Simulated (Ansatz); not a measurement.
**GeH10OSi3: basis-set convergence**

The task here is to estimate one member of a computed series from the others.

Computed with Ansatz 0.2.0, Gaussian basis. Level: one geometry, several basis sets.

The runs, in order: PBE0-D4/def2-SVP; ωB97M-V/def2-SVP; PBE0-D4/def2-QZVPP; ωB97M-V/def2-QZVPP; the functionals' def2-TZVPP values are taken from earlier runs.

**The relaxed structure**

All runs share one geometry, relaxed beforehand with PBE0-D4 in a triple-zeta def2 set.

SMILES `[OH][Ge]([SiH3])([SiH3])[SiH3]`, 15 atoms, charge 0, spin multiplicity 1.

Atoms are counted from 1 here; the program's logs count them from 0.

Bond lengths: O1–Ge2 1.807 Å, O1–H6 0.960 Å, Ge2–Si3 2.394 Å, Ge2–Si4 2.383 Å, Ge2–Si5 2.394 Å, Si3–H7 1.487 Å, Si3–H8 1.488 Å, Si3–H9 1.489 Å, Si4–H10 1.486 Å, Si4–H11 1.488 Å, Si4–H12 1.486 Å, Si5–H13 1.487 Å, Si5–H14 1.488 Å, Si5–H15 1.489 Å. Angles: Ge2–O1–H6 112.0°, O1–Ge2–Si3 109.1°, O1–Ge2–Si4 104.0°, O1–Ge2–Si5 109.1°, Si3–Ge2–Si4 112.0°, Si3–Ge2–Si5 110.5°, Si4–Ge2–Si5 112.0°, Ge2–Si3–H7 110.8°, Ge2–Si3–H8 109.6°, Ge2–Si3–H9 109.8°, H7–Si3–H8 109.1°, H7–Si3–H9 108.8°, H8–Si3–H9 108.7°, Ge2–Si4–H10 110.5°, Ge2–Si4–H11 108.1°, Ge2–Si4–H12 110.5°, H10–Si4–H11 109.1°, H10–Si4–H12 109.6° and more.

The first run:

in.yaml

```yaml
crystal:
  periodic: [false, false, false]
  atoms:
    - {symbol: O, position_ang: [0.518953, 1.975845, 0.830376]}
    - {symbol: Ge, position_ang: [0.120122, 0.357498, 0.133540]}
    - {symbol: Si, position_ang: [0.078859, -1.263536, 1.894909]}
    - {symbol: Si, position_ang: [1.884255, -0.052433, -1.414996]}
    - {symbol: Si, position_ang: [-2.011948, 0.476412, -0.949028]}
    - {symbol: H, position_ang: [-0.129345, 2.257118, 1.480331]}
    - {symbol: H, position_ang: [1.418565, -1.391657, 2.526639]}
    - {symbol: H, position_ang: [-0.330258, -2.585174, 1.347357]}
    - {symbol: H, position_ang: [-0.904254, -0.852524, 2.934648]}
    - {symbol: H, position_ang: [1.903205, 0.993914, -2.469759]}
    - {symbol: H, position_ang: [1.645067, -1.377172, -2.049052]}
    - {symbol: H, position_ang: [3.194631, -0.079106, -0.715037]}
    - {symbol: H, position_ang: [-1.972863, 1.429003, -2.089788]}
    - {symbol: H, position_ang: [-2.391940, -0.871307, -1.452200]}
    - {symbol: H, position_ang: [-3.044847, 0.932419, 0.021360]}
basis:
  gaussian: {orbitals: def2-SVP}
hamiltonian: {xc: pbe0, dispersion: d4}
output: {orbitals: {seedname: orbitals}}
```

Started as:

```
> ansatz run in.yaml --threads 4 --pin off --events-out ev --progress --plain --max-ram 11315MiB
```

Among the steps run: PBE0-D4 in def2-SVP; ωB97M-V in def2-SVP; PBE0-D4 in def2-QZVPP; ωB97M-V in def2-QZVPP.

One table of the session follows, with a row left open; its other results are not shown here.

It belongs to the step «Density functionals: the series». 

| functional | basis | HOMO (eV) |
| --- | --- | --- |
| PBE0-D4 | def2-SVP | -7.33 |
| PBE0-D4 | def2-TZVPP | -7.39 |
| PBE0-D4 | def2-QZVPP | ? |
| ωB97M-V | def2-SVP | -9.29 |
| ωB97M-V | def2-TZVPP | -9.39 |
| ωB97M-V | def2-QZVPP | -9.41 |

Q: Estimate the row for PBE0-D4, def2-QZVPP from the others.

As computed: HOMO (eV): -7.41. In the column «HOMO (eV)» it lies between ωB97M-V, def2-SVP (-9.29) and PBE0-D4, def2-TZVPP (-7.39).
